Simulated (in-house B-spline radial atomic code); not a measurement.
**Hg¹⁸⁺: excited configurations**

Aim: the energies of several excited configurations of Hg¹⁸⁺ above a reference configuration, each from its own self-consistent run.

Method: Dirac-Hartree-Fock, average of configuration, Fermi nucleus, basis-set limit. Code: in-house B-spline radial atomic code version 1.

**1. Starting point**

| Item | Value |
| --- | --- |
| element | mercury (Z = 80) |
| charge | +18 |
| electrons | 62 |
| configuration | [Kr] 4d10 4f14 5s2 |
| Hamiltonian | Dirac-Coulomb |
| nucleus | Fermi, rms radius 5.465 fm |

The outer shells:

[Kr] 4d10 4f14 5s2
```
[Kr] core
4d [↑↓][↑↓][↑↓][↑↓][↑↓]
4f [↑↓][↑↓][↑↓][↑↓][↑↓][↑↓][↑↓]
5s [↑↓]
```

Input settings:

```ini
Z = 80
electrons = 62.0
configuration = [Kr] 4d10 4f14 5s2
hamiltonian = dirac
method = hf
spin_polarised = False
nucleus = fermi
rms_radius = 5.4648
mass_number = 202
atomic_mass = 201.970643604
speed_of_light = 137.035999084
```

This reference run was done before. Its total energy is -19532.774482 hartree, and its levels are (the highest eight at most):

```
orbital  occupation  energy (eV)  <r> (bohr)
  4s1/2           2     -1229.00      0.3978
  4p1/2           2     -1105.12      0.4005
  4p3/2           4      -997.17      0.4319
  4d3/2           4      -796.13      0.4367
  4d5/2           6      -775.62      0.4471
  4f5/2           6      -514.49      0.4557
  4f7/2           8      -509.99      0.4612
  5s1/2           2      -485.95      0.8263
```

**2. Configuration [Kr] 4d9 4f14 5s2 8p1**

Input settings:

```ini
Z = 80
electrons = 62.0
configuration = [Kr] 4d9 4f14 5s2 8p1
hamiltonian = dirac
method = hf
spin_polarised = False
nucleus = fermi
rms_radius = 5.4648
mass_number = 202
atomic_mass = 201.970643604
speed_of_light = 137.035999084
```

**3. Run with [Kr] 4d10 4f13 5s2 5d1**

Settings: those of step 2 with these lines changed.

```diff
@@ -2,3 +2,3 @@
 electrons = 62.0
-configuration = [Kr] 4d9 4f14 5s2 8p1
+configuration = [Kr] 4d10 4f13 5s2 5d1
 hamiltonian = dirac
```

**4. Configuration [Kr] 4d9 4f14 5s2 8d1**

Settings: those of step 3 with these lines changed.

```diff
@@ -2,3 +2,3 @@
 electrons = 62.0
-configuration = [Kr] 4d10 4f13 5s2 5d1
+configuration = [Kr] 4d9 4f14 5s2 8d1
 hamiltonian = dirac
```

**5. [Kr] 4d10 4f13 5s2 7p1**

Settings: those of step 4 with these lines changed.

```diff
@@ -2,3 +2,3 @@
 electrons = 62.0
-configuration = [Kr] 4d9 4f14 5s2 8d1
+configuration = [Kr] 4d10 4f13 5s2 7p1
 hamiltonian = dirac
```

**6. Configuration [Kr] 4d10 4f13 5s2 8s1**

Settings: those of step 5 with these lines changed.

```diff
@@ -2,3 +2,3 @@
 electrons = 62.0
-configuration = [Kr] 4d10 4f13 5s2 7p1
+configuration = [Kr] 4d10 4f13 5s2 8s1
 hamiltonian = dirac
```

Q: How far above the reference does each configuration lie (order and size, in eV)?

The runs gave:

| net move | configuration | energy above the reference (eV) | with Breit, QED, recoil (eV) | largest <r> (bohr) |
| --- | --- | --- | --- | --- |
| 4f → 5d | [Kr] 4d10 4f13 5s2 5d1 | 157.71 | 157.93 | 1.000 |
| 4f → 7p | [Kr] 4d10 4f13 5s2 7p1 | 341.99 | 342.18 | 2.35 |
| 4f → 8s | [Kr] 4d10 4f13 5s2 8s1 | 380.83 | 381.01 | 3.08 |
| 4d → 8p | [Kr] 4d9 4f14 5s2 8p1 | 661.45 | 660.95 | 3.30 |
| 4d → 8d | [Kr] 4d9 4f14 5s2 8d1 | 673.88 | 673.34 | 3.56 |

Quantum defects of the promoted electron, δ = n − ζ/√(−2ε) with ζ = 19 and ε its orbital energy in hartree:

| promotion | δ |
| --- | --- |
| 4f → 7p | 1.550 |
| 4f → 8s | 1.769 |
| 4d → 8p | 1.540 |
| 4d → 8d | 1.169 |

At the bottom stands 4f → 5d (157.71 eV), at the top 4d → 8d (673.88 eV). Koopmans' estimate of the ionisation threshold is 485.95 eV; 2 configurations exceed it by over 2 % and could autoionise. Of those tabulated, the defect is largest for 8s (1.77) and least for 8d (1.17); at this charge much of the defect is relativistic. Two partly filled shells share a symmetry and can mix in the average, which may lower the energy, for: 4d → 8d. These are averages over configurations, without correlation, not spectroscopic levels.
